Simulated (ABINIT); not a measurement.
Crystal: PtSe.

```
Pt Se
1.0
     4.29141    0.00000    0.00000
    -2.14571    3.71647    0.00000
     0.00000    0.00000    7.02834
Pt Se
2 2
Direct
  0.66667 0.33333 0.00000
  0.33333 0.66667 0.50000
  0.66667 0.33333 0.62520
  0.33333 0.66667 0.12520
```

The cell comes from a database or a generator and needn't be the stable form of this composition.

| Quantity | Value |
| --- | --- |
| Program | ABINIT 10.8.3 (patched build) |
| Task | relaxation of cell and atoms |
| Functional | PBE |
| Potentials or basis | JTH PAW PBE v2.0 |
| Cutoff | 435 eV |
| k mesh | 5 × 5 × 3 |
| Occupations | fermi-dirac, width 0.05 eV |
| Spin | no spin polarisation |

At the start: pressure -10.7 GPa; volume 28.02 Å³/atom.

Problem. How do energy, volume and symmetry change on relaxing?

Solution. Over 17 steps the energy falls by 202.5 meV/atom and the volume is 22.77 Å³/atom (-18.7 %); space group P6_3mc (No. 186, to 0.05 Å).

The path:
```csv
step,energy change (eV),largest force (eV/Å),pressure (GPa),volume (Å³)
1,0.0000,0.1026,-10.72,112.09
2,-0.2304,0.1150,-9.53,108.46
3,-0.6214,0.0001,7.42,87.61
4,-0.7410,0.1052,-1.74,95.31
5,-0.7513,0.0869,-0.20,93.71
6,-0.7519,0.0792,0.06,93.45
7,-0.7529,0.0637,0.31,93.19
8,-0.7559,0.0190,0.72,92.77
9,-0.7614,0.0582,0.96,92.40
10,-0.7747,0.2703,0.66,91.91
11,-0.7747,0.4967,-0.12,91.52
12,-0.7888,0.2624,-0.16,92.12
13,-0.7983,0.1478,-0.47,92.30
14,-0.8080,0.0053,-0.62,91.98
15,-0.8093,0.0152,-0.39,91.60
16,-0.8100,0.0021,-0.03,91.12
17,-0.8100,0.0000,0.00,91.09
```

Final structure:
```
Pt Se
1.0
     3.83206    0.00000    0.00000
    -1.91603    3.31866    0.00000
     0.00000    0.00000    7.16245
Pt Se
2 2
Cartesian
  1.9160 1.1062 -0.0965
  0.0000 2.2124 3.4847
  1.9160 1.1062 4.5744
  0.0000 2.2124 0.9932
```

Caveat: the volume moved by over 15 % at a fixed basis, so the end points are rough; the atomic spheres overlap.
